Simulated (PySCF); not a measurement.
# One shape, several levels: C3H5NOSi (SMILES N#CCC(=O)[SiH3])

Aim: a comparison of 5 runs (B3LYP/3-21G, B3LYP/6-31G*, TPSS/6-31G**, r2SCAN/def2-SVP, MP2/cc-pVDZ) of C3H5NOSi. 

Program for the calculation: PySCF 2.14.0.

### 1 Starting point

The species is C3H5NOSi (11 atoms), meant as a singlet with charge 0. As SMILES, `N#CCC(=O)[SiH3]`. The shape is that of a GFN2-xTB optimisation. This is one conformer, not always the lowest.

Bond lengths: N1–C2 1.143 Å, C2–C3 1.435 Å, C3–C4 1.533 Å, C4–O5 1.205 Å, C4–Si6 1.928 Å, C3–H7 1.094 Å, C3–H8 1.094 Å, Si6–H9 1.463 Å, Si6–H10 1.458 Å, Si6–H11 1.458 Å. Some angles: N1–C2–C3 178.6°, C2–C3–C4 110.4°, C3–C4–O5 120.3°, C3–C4–Si6 117.7°, O5–C4–Si6 122.0°, C2–C3–H7 109.0°, C2–C3–H8 109.9°, C4–C3–H7 107.7°, C4–C3–H8 110.4°, C4–Si6–H9 106.9°.

### 2 Energy and gradient at B3LYP/3-21G (run 1)

calc.py

```python
import pyscf.grad
from pyscf import gto, dft

mol = gto.Mole()
mol.atom = '''
N     -3.717413    -3.465814    -0.137345
C     -1.990354    -2.538582    -1.045415
C      0.149572    -1.315797    -2.177248
C      0.534112     1.314739    -1.026802
O      0.734650     3.139496    -2.373515
Si     0.629033     1.578753     2.605554
H      1.846621    -2.427731    -1.781445
H     -0.121698    -1.174295    -4.221951
H      1.470963    -0.872600     3.566537
H      2.409080     3.597339     3.193732
H     -1.944547     2.164511     3.397917
'''
mol.max_memory = 1860
mol.unit = 'bohr'
mol.basis = '3-21g'
mol.verbose = 4
mol.build()

myscf = dft.RKS(mol)
myscf.xc = 'b3lyp'
myscf.grids.level = 5
myscf.conv_tol = 1e-10
myscf.kernel()
if not myscf.converged:
    myscf = myscf.newton().run(myscf.mo_coeff, myscf.mo_occ)

energy = myscf.e_tot
print('Final energy', energy)
grad = myscf.Gradients().kernel()
dip = myscf.dip_moment()
pop, q = myscf.mulliken_pop()
```

Command:

```
$ OMP_NUM_THREADS=1 python calc.py
```

Standard output:

```text
PySCF version 2.14.0

[... 81 lines left out ...]
converged SCF energy = -533.858246328185
Final energy -533.8582463281848
[... 12 lines left out ...]
Dipole moment(X, Y, Z, Debye):  2.44335, -0.10822, -0.01399
[... 41 lines left out ...]
pop of  4 O 2py           0.75606
pop of  4 O 2pz           0.80948
pop of  4 O 3px           0.67168
pop of  4 O 3py           0.78134
pop of  4 O 3pz           0.84788
pop of  5 Si 1s           1.99847
pop of  5 Si 2s           1.96881
pop of  5 Si 3s           0.76551
pop of  5 Si 4s           0.49217
pop of  5 Si 2px          1.95277
pop of  5 Si 2py          1.95191
pop of  5 Si 2pz          1.94874
pop of  5 Si 3px          0.59595
pop of  5 Si 3py          0.59126
pop of  5 Si 3pz          0.52215
pop of  5 Si 4px          0.23265
pop of  5 Si 4py          0.22696
pop of  5 Si 4pz          0.11308
pop of  6 H 1s            0.45766
pop of  6 H 2s            0.26751
pop of  7 H 1s            0.45742
pop of  7 H 2s            0.26393
pop of  8 H 1s            0.44438
pop of  8 H 2s            0.66558
pop of  9 H 1s            0.44426
pop of  9 H 2s            0.65066
pop of  10 H 1s           0.44344
pop of  10 H 2s           0.63963
 ** Mulliken atomic charges  **
charge of    0N =     -0.46324
charge of    1C =      0.35539
charge of    2C =     -0.54210
charge of    3C =      0.14496
charge of    4O =     -0.40013
charge of    5Si =      0.63959
charge of    6H =      0.27483
charge of    7H =      0.27865
charge of    8H =     -0.10996
charge of    9H =     -0.09492
charge of   10H =     -0.08307
```

Wall time 41 s (1 thread of Intel Xeon at 2.70GHz, shared host); peak memory 0.68 GiB.

### 3 Energy and forces at B3LYP/6-31G(d) (Cartesian functions) (run 2)

run.py

```python
# N#CCC(=O)[SiH3]
import pyscf.grad
from pyscf import gto, dft

mol = gto.M(
    atom='''
N     -1.967170    -1.834030    -0.072680
C     -1.053250    -1.343360    -0.553210
C      0.079150    -0.696290    -1.152150
C      0.282640     0.695730    -0.543360
O      0.388760     1.661350    -1.256010
Si     0.332870     0.835440     1.378800
H      0.977190    -1.284700    -0.942700
H     -0.064400    -0.621410    -2.234160
H      0.778400    -0.461760     1.887330
H      1.274830     1.903630     1.690050
H     -1.029010     1.145410     1.798100
''',
    basis='6-31g*',
    verbose=4,
    max_memory=1860,
    cart=True,
)

mf = dft.RKS(mol)
mf.xc = 'b3lyp'
mf.conv_tol = 1e-10
mf.grids.level = 5
mf.kernel()
if not mf.converged:
    mf = mf.newton().run(mf.mo_coeff, mf.mo_occ)

e_final = mf.e_tot
print('Final energy', e_final)
grad = mf.Gradients().kernel()
mf.analyze()
```

Command:

```
$ OMP_NUM_THREADS=1 python run.py
```

Standard output:

```text
PySCF version 2.14.0

[... 83 lines left out ...]
Final energy -536.7484319686416
[... 24 lines left out ...]
MO #4   energy= -10.2979267860457  occ= 2
[... 9 lines left out ...]
MO #14  energy= -0.623763169247737 occ= 2
[... 9 lines left out ...]
MO #24  energy= -0.352735827485237 occ= 2
[... 9 lines left out ...]
MO #34  energy= 0.126745578655846  occ= 0
[... 9 lines left out ...]
MO #44  energy= 0.491032690689102  occ= 0
[... 9 lines left out ...]
MO #54  energy= 0.724879260851642  occ= 0
[... 9 lines left out ...]
MO #64  energy= 1.00740758583244   occ= 0
[... 9 lines left out ...]
MO #74  energy= 1.49132956794955   occ= 0
[... 9 lines left out ...]
MO #84  energy= 1.9562222496222    occ= 0
[... 9 lines left out ...]
MO #94  energy= 2.77492102197664   occ= 0
[... 9 lines left out ...]
MO #104 energy= 4.64560933217122   occ= 0
[... 79 lines left out ...]
pop of  5 Si 3s           1.08404
pop of  5 Si 4s           0.00722
pop of  5 Si 2px          1.99989
pop of  5 Si 2py          1.99988
pop of  5 Si 2pz          1.99987
pop of  5 Si 3px          0.85278
pop of  5 Si 3py          0.84143
pop of  5 Si 3pz          0.70266
pop of  5 Si 4px          0.01520
pop of  5 Si 4py          0.01641
pop of  5 Si 4pz          0.01239
pop of  5 Si 3dxx         0.00589
pop of  5 Si 3dxy         0.00985
pop of  5 Si 3dxz         0.00284
pop of  5 Si 3dyy         0.00623
pop of  5 Si 3dyz         0.00398
pop of  5 Si 3dzz         0.00709
pop of  6  H 1s           0.83979
pop of  6  H 2s           0.00917
pop of  7  H 1s           0.83744
pop of  7  H 2s           0.01155
pop of  8  H 1s           1.08271
pop of  8  H 2s           0.00321
pop of  9  H 1s           1.06752
pop of  9  H 2s           0.00344
pop of  10  H 1s          1.05965
pop of  10  H 2s          0.00349
 ** Mulliken atomic charges  **
charge of    0N =     -0.19927
charge of    1C =      0.08980
charge of    2C =     -0.23625
charge of    3C =      0.17780
charge of    4O =     -0.34678
charge of    5Si =      0.43265
charge of    6H =      0.15104
charge of    7H =      0.15102
charge of    8H =     -0.08592
charge of    9H =     -0.07095
charge of   10H =     -0.06314
Dipole moment(X, Y, Z, Debye):  2.58989, -0.11728,  0.07742
```

Wall time 71 s (1 thread of Intel Xeon at 2.70GHz, shared host); peak memory 1 GiB.

Runs 3 to 4 aren't shown in full; the table further down has their settings and results.

### 4 Energy and forces at MP2/cc-pVDZ (run 5)

input.xyz

```xyz
11
C3H5NOSi
N     -1.967170    -1.834030    -0.072680
C     -1.053250    -1.343360    -0.553210
C      0.079150    -0.696290    -1.152150
C      0.282640     0.695730    -0.543360
O      0.388760     1.661350    -1.256010
Si     0.332870     0.835440     1.378800
H      0.977190    -1.284700    -0.942700
H     -0.064400    -0.621410    -2.234160
H      0.778400    -0.461760     1.887330
H      1.274830     1.903630     1.690050
H     -1.029010     1.145410     1.798100
```

job.py

```python
import pyscf.grad
from pyscf import gto, mp

mol = gto.M(
    atom='input.xyz',
    verbose=4,
    max_memory=1860,
    basis='cc-pvdz',
    spin=0,
)

mf = mol.RHF()
mf.conv_tol = 1e-10
mf.kernel()
if not mf.converged:
    mf = mf.newton().run(mf.mo_coeff, mf.mo_occ)

pt = mp.MP2(mf, frozen=10).run()
e_final = pt.e_tot
print('Final energy', e_final)
grad = pt.Gradients().kernel()
dip = mf.dip_moment()
pop, q = mf.mulliken_pop()
```

Command:

```
$ OMP_NUM_THREADS=1 python job.py
```

Standard output:

```text
PySCF version 2.14.0

[... 73 lines left out ...]
converged SCF energy = -534.744267405395
[... 8 lines left out ...]
Final energy -535.5644755938104
[... 8 lines left out ...]
Dipole moment(X, Y, Z, Debye):  2.70146, -0.30941,  0.39656
[... 86 lines left out ...]
pop of  5 Si 3dz^2        0.09130
pop of  5 Si 3dxz         0.02143
pop of  5 Si 3dx2-y2      0.05129
pop of  6 H 1s            0.73866
pop of  6 H 2s            0.12400
pop of  6 H 2px           0.01669
pop of  6 H 2py           0.01016
pop of  6 H 2pz           0.00530
pop of  7 H 1s            0.73545
pop of  7 H 2s            0.12680
pop of  7 H 2px           0.00447
pop of  7 H 2py           0.00405
pop of  7 H 2pz           0.02297
pop of  8 H 1s            0.73695
pop of  8 H 2s            0.35588
pop of  8 H 2px           0.00173
pop of  8 H 2py           0.00947
pop of  8 H 2pz           0.00209
pop of  9 H 1s            0.73606
pop of  9 H 2s            0.33939
pop of  9 H 2px           0.00550
pop of  9 H 2py           0.00707
pop of  9 H 2pz           0.00123
pop of  10 H 1s           0.73375
pop of  10 H 2s           0.33061
pop of  10 H 2px          0.01084
pop of  10 H 2py          0.00128
pop of  10 H 2pz          0.00167
 ** Mulliken atomic charges  **
charge of    0N =     -0.15255
charge of    1C =     -0.08878
charge of    2C =      0.04715
charge of    3C =      0.01442
charge of    4O =     -0.29412
charge of    5Si =      0.53596
charge of    6H =      0.10519
charge of    7H =      0.10625
charge of    8H =     -0.10613
charge of    9H =     -0.08924
charge of   10H =     -0.07816
```

Run time: 63 s. Hardware: 1 thread of Intel Xeon at 2.70GHz, shared host; peak memory 0.99 GiB.

### 5 The series

```tsv
run	level	Cartesian functions	integration grid	energy (Eh)	dipole moment (D) of the reference	HOMO energy (eV)	LUMO energy (eV)	wall time
1	B3LYP/3-21G	no	5	-533.858246	2.45	-6.85	-1.45	41 s
2	B3LYP/6-31G* (Cartesian functions)	yes	5	-536.748432	2.59	-7.05	-1.75	71 s
3	TPSS/6-31G** (spherical functions)	no	5	-536.792849	2.58	-5.92	-2.52	2.3 min
4	r2SCAN/def2-SVP	no	5	-536.300399	2.61	-6.31	-2.72	2 min
5	MP2/cc-pVDZ	no	–	-535.564476	2.75	-10.98	2.59	63 s
```

### 6 What came out

| quantity | value |
| --- | --- |
| run 5: total energy | -535.56448 Eh |
| run 5: dipole moment (Hartree–Fock density) | 2.75 D |
| run 5: HOMO energy (Hartree–Fock orbitals) | -10.98 eV |
| run 5: LUMO energy (Hartree–Fock orbitals) | 2.59 eV |
| run 5: HOMO–LUMO gap (Hartree–Fock orbitals) | 13.57 eV |
| run 5: correlation energy (10 core orbitals frozen) | -820.2 mEh |
| run 5: largest force on an atom | 5.030 eV/Å |

In words: Over runs 1, 2, 3, 4 the dipole moment (its size) runs from 2.45 D (B3LYP/3-21G) to 2.61 D (r2SCAN/def2-SVP). The two ends differ in method and basis. Over runs 1, 2, 3, 4 the HOMO–LUMO gap runs from 3.40 eV (TPSS/6-31G**) to 5.40 eV (B3LYP/3-21G). Totals of different functionals can't be ranked against each other. All runs together took 7.2 min, the longest 2.3 min.
